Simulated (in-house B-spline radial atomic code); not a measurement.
# Ti¹⁵⁺: ionisation energy by several methods

Aim: the ionisation energy of Ti¹⁵⁺ by several methods, each as the difference of two self-consistent energies (Ti¹⁵⁺ and the next ion, [He] 2s2 2p2).

Program: in-house B-spline radial atomic code version 1. Level of theory: non-relativistic, several functionals, spin-polarised; spherical all-electron atom at the radial basis limit. These are calculated values, not measurements, unless marked.

## 1. Starting point

| Quantity | Value |
| --- | --- |
| element | titanium (Z = 22) |
| charge | +15 |
| electrons | 7 |
| configuration | [He] 2s2 2p3 |
| nucleus | point |

Outer shells as boxes (Hund's rule):

[He] 2s2 2p3
```
[He] core
2s [↑↓]
2p [↑ ][↑ ][↑ ]
```

Where spins are not typed, each open shell is filled with up spins first.

## 2. M06-L

The run's settings:

```ini
Z = 22
electrons = 7.0
configuration = [He] 2s2 2p3
hamiltonian = nr
method = m06l
spin_polarised = True
```

From the run's result record (rounded, not every field):

```text
status: converged
scf [iteration, energy, orbital gradient]:
  - [1, -696.018318294, 0.0911]
  - [2, -696.026745877, 0.00615]
  - [3, -696.026758489, 0.00303]
  - [4, -696.026761673, 0.0015]
  - [5, -696.026762772, 6.86e-05]
  - [6, -696.026762776, 5.04e-06]
  - [7, -696.026762776, 1.12e-07]
energy [hartree]: {"total": -696.026762776, "kinetic": 695.773867674, "nuclear": -1477.16022937, "coulomb": 111.577850328, "xc": -26.2182514046}
orbitals [hartree, bohr; first row names the columns]:
  - ["name", "occ", "eps", "<r>", "<r^2>", "<1/r>", "r_max", "density_at_nucleus", "spin_orbit_zeta"]
  - ["1s up", 1.0, -202.55327, 0.069998, 0.0065713, 21.56, 0.046203, 3244.1, "-"]
  - ["1s down", 1.0, -201.98682, 0.069724, 0.0065129, 21.617, 0.046149, 3258.6, "-"]
  - ["2s up", 1.0, -39.639602, 0.30406, 0.10823, 4.8701, 0.25972, 329.35, "-"]
  - ["2s down", 1.0, -38.554536, 0.30875, 0.11158, 4.7639, 0.26253, 312.24, "-"]
  - ["2p up", 3.0, -37.088941, 0.26475, 0.084875, 4.7777, 0.20827, "-", 0.16659]
sum_r [bohr^k]: {"-1": 67.14365, "1": 1.546781, "2": 0.4875219}
density_at_nucleus [bohr^-3]: 7144.239
spin_density_at_nucleus [bohr^-3]: 2.56465
mass_velocity [hartree]: -17.03998
darwin [hartree]: 13.14708
radius_at_0.001 [bohr]: 0.9531
radius_enclosing [bohr]: {"0.5": 0.2067, "0.9": 0.409, "0.99": 0.6078}
slater [hartree]:
  F0(2s up,2s up): 2.9698
  F0(2s up,2s down): 2.947
  F0(2s up,2p up): 3.1515
  G1(2s up,2p up): 1.8018
  F0(2s down,2s down): 2.9247
  F0(2s down,2p up): 3.1238
  F0(2p up,2p up): 3.437
  F2(2p up,2p up): 1.6418
ionisation_energy [hartree]: 38.5785953
```

Run time: 0.13 s. Hardware: 1 thread, shared host.

The run also solves the next ion with the same method; the record keeps the difference, ionisation_energy. radius_at_0.001 is where the density falls to 0.001 electrons per bohr³. Meta-GGA runs start from a PBE run whose iterations are not counted.

Radial density 4πr²n(r) and radial functions P(r) = rR(r):

| r (bohr) | 4πr²n | 2s down | 2p up |
| --- | --- | --- | --- |
| 0.00353 | 0.9585 | 0.2045 | 0.0043 |
| 0.00477 | 1.658 | 0.2688 | 0.0078 |
| 0.00644 | 2.809 | 0.3496 | 0.0140 |
| 0.00871 | 4.654 | 0.4491 | 0.0250 |
| 0.0118 | 7.463 | 0.5666 | 0.0444 |
| 0.0159 | 11.32 | 0.6931 | 0.0771 |
| 0.0215 | 16.19 | 0.8174 | 0.1329 |
| 0.0291 | 21.24 | 0.9100 | 0.2245 |
| 0.0393 | 24.84 | 0.9259 | 0.3674 |
| 0.0531 | 25.12 | 0.8067 | 0.5797 |
| 0.0718 | 21.32 | 0.4876 | 0.8728 |
| 0.0970 | 16.01 | -0.0579 | 1.2313 |
| 0.131 | 13.75 | -0.7722 | 1.5976 |
| 0.177 | 16.06 | -1.4727 | 1.8591 |
| 0.240 | 17.79 | -1.8826 | 1.8665 |
| 0.324 | 13.40 | -1.7723 | 1.5394 |
| 0.438 | 5.734 | -1.2129 | 0.9750 |
| 0.592 | 1.148 | -0.5552 | 0.4314 |
| 0.799 | 0.08919 | -0.1580 | 0.1203 |
| 1.08 | 0.001955 | -0.0232 | 0.0182 |

On the record's full grid the radial density has clear maxima near r = 0.046, 0.24 bohr.

## 3. OLYP

The run's settings:

```ini
Z = 22
electrons = 7.0
configuration = [He] 2s2 2p3
hamiltonian = nr
method = optx,lyp
spin_polarised = True
```

Main fields:

```text
status: converged
scf [iteration, energy, orbital gradient]:
  - [1, -691.713744388, 1.2]
  - [2, -695.97083625, 0.115]
  - [3, -696.004671572, 0.0527]
  - [4, -696.011554076, 0.0242]
  - [5, -696.013274795, 0.00226]
  - [6, -696.013293734, 3.51e-05]
  - [7, -696.013293735, 5.43e-07]
  - [8, -696.013293735, 1.17e-08]
energy [hartree]: {"total": -696.013293735, "kinetic": 695.776489429, "nuclear": -1477.18481567, "coulomb": 111.58881577, "xc": -26.1937832606}
orbitals [hartree, bohr; first row names the columns]:
  - ["name", "occ", "eps", "<r>"]
  - ["1s up", 1.0, -201.84793, 0.070014]
  - ["1s down", 1.0, -201.4193, 0.069779]
  - ["2s up", 1.0, -39.375364, 0.30523]
  - ["2s down", 1.0, -38.47577, 0.30855]
  - ["2p up", 3.0, -36.967914, 0.26463]
sum_r [bohr^k]: {"-1": 67.14476, "1": 1.547469, "2": 0.4886991}
ionisation_energy [hartree]: 38.492018
```

It took 0.05 s on 1 thread, shared host.

## 4. TPSS

The run's settings:

```ini
Z = 22
electrons = 7.0
configuration = [He] 2s2 2p3
hamiltonian = nr
method = tpss,tpss
spin_polarised = True
```

Main fields:

```text
status: converged
scf [iteration, energy, orbital gradient]:
  - [1, -695.99970827, 0.0545]
  - [2, -696.000834182, 0.000765]
  - [3, -696.000834298, 0.000386]
  - [4, -696.000834326, 0.000195]
  - [5, -696.000834335, 2.99e-06]
  - [6, -696.000834335, 2.81e-07]
  - [7, -696.000834335, 7.52e-09]
energy [hartree]: {"total": -696.000834335, "kinetic": 695.785415362, "nuclear": -1477.15306728, "coulomb": 111.540584351, "xc": -26.1737667665}
orbitals [hartree, bohr; first row names the columns]:
  - ["name", "occ", "eps", "<r>"]
  - ["1s up", 1.0, -202.2824, 0.069948]
  - ["1s down", 1.0, -201.78043, 0.069764]
  - ["2s up", 1.0, -39.399745, 0.30528]
  - ["2s down", 1.0, -38.506397, 0.30845]
  - ["2p up", 3.0, -36.92234, 0.265]
sum_r [bohr^k]: {"-1": 67.14332, "1": 1.548448, "2": 0.489308}
ionisation_energy [hartree]: 38.4471809
```

Run time: 0.1 s. Hardware: 1 thread, shared host.

## 5. LDA (PW92)

The run's settings:

```ini
Z = 22
electrons = 7.0
configuration = [He] 2s2 2p3
hamiltonian = nr
method = lda,pw
spin_polarised = True
```

Main fields:

```text
status: converged
scf [iteration, energy, orbital gradient]:
  - [1, -689.730022046, 1.19]
  - [2, -693.871699011, 0.157]
  - [3, -693.911470588, 0.0701]
  - [4, -693.919417603, 0.0313]
  - [5, -693.921362197, 0.00324]
  - [6, -693.921386316, 1.59e-05]
  - [7, -693.921386316, 9.52e-08]
energy [hartree]: {"total": -693.921386316, "kinetic": 693.426597905, "nuclear": -1474.6993457, "coulomb": 111.405703111, "xc": -24.0543416332}
orbitals [hartree, bohr; first row names the columns]:
  - ["name", "occ", "eps", "<r>"]
  - ["1s up", 1.0, -201.36586, 0.070139]
  - ["1s down", 1.0, -200.84853, 0.069985]
  - ["2s up", 1.0, -39.209892, 0.30618]
  - ["2s down", 1.0, -38.391859, 0.30891]
  - ["2p up", 3.0, -36.85091, 0.265]
sum_r [bohr^k]: {"-1": 67.03179, "1": 1.550204, "2": 0.4904966}
ionisation_energy [hartree]: 38.3816358
```

Run time: 0.05 s. Hardware: 1 thread, shared host.

## 6. revTPSS

The run's settings:

```ini
Z = 22
electrons = 7.0
configuration = [He] 2s2 2p3
hamiltonian = nr
method = revtpss,revtpss
spin_polarised = True
```

Main fields:

```text
status: converged
scf [iteration, energy, orbital gradient]:
  - [1, -695.863244097, 0.0585]
  - [2, -695.864930165, 0.000914]
  - [3, -695.864930516, 0.00046]
  - [4, -695.864930594, 0.000232]
  - [5, -695.864930617, 1.08e-05]
  - [6, -695.864930617, 5.64e-07]
  - [7, -695.864930617, 7.72e-09]
energy [hartree]: {"total": -695.864930617, "kinetic": 695.643217616, "nuclear": -1476.98061218, "coulomb": 111.506099759, "xc": -26.0336358145}
orbitals [hartree, bohr; first row names the columns]:
  - ["name", "occ", "eps", "<r>"]
  - ["1s up", 1.0, -202.31131, 0.069929]
  - ["1s down", 1.0, -201.85423, 0.069752]
  - ["2s up", 1.0, -39.414834, 0.30521]
  - ["2s down", 1.0, -38.513458, 0.30849]
  - ["2p up", 3.0, -36.899469, 0.26518]
sum_r [bohr^k]: {"-1": 67.13548, "1": 1.548931, "2": 0.4895652}
ionisation_energy [hartree]: 38.4210722
```

Wall time 0.22 s (1 thread, shared host).

## 7. The ladder

| method | rung | total energy (hartree) | ΔSCF (eV) | −ε highest (eV) | ΔSCF less tabulated (eV) |
| --- | --- | --- | --- | --- | --- |
| LDA (PW92) | LDA | -693.9214 | 1044.42 | 1002.76 (2p up) | +1.92 |
| OLYP | GGA | -696.0133 | 1047.42 | 1005.95 (2p up) | +4.92 |
| M06-L | meta-GGA | -696.0268 | 1049.78 | 1009.24 (2p up) | +7.28 |
| TPSS | meta-GGA | -696.0008 | 1046.20 | 1004.71 (2p up) | +3.70 |
| revTPSS | meta-GGA | -695.8649 | 1045.49 | 1004.09 (2p up) | +2.99 |

What this shows: Tables give 1042.5 ± 0.8 eV (semi-empirical; NIST Atomic Spectra Database) for the ionisation energy. LDA (PW92) misses by +1.92 eV, the least, and M06-L by +7.28 eV (0.70 %), the most. Mean absolute error by rung (exchange-only levels left out): LDA 1.92 eV, GGA 4.92 eV, meta-GGA 4.66 eV. These runs lack relativity altogether, which can outweigh the gaps between the methods, so the nearest may be so by luck. Open shells are averaged (over orientations, and over spins where the run is restricted), while tables refer to the lowest levels. For the semilocal functionals minus the highest level recovers only 96 % of their own ΔSCF value, a mark of self-interaction.

Members of this set that are not shown: 2 used exact exchange with fractional occupations of an open shell, which is unsound here.

What each method cost (CPU seconds, one thread, shared host; runs marked * also made radial tables):

| method | CPU time | miss (eV) |
| --- | --- | --- |
| LDA (PW92) | 0.05 s | +1.92 |
| OLYP | 0.05 s | +4.92 |
| TPSS | 0.09 s | +3.70 |
| M06-L* | 0.13 s | +7.28 |
| revTPSS | 0.2 s | +2.99 |
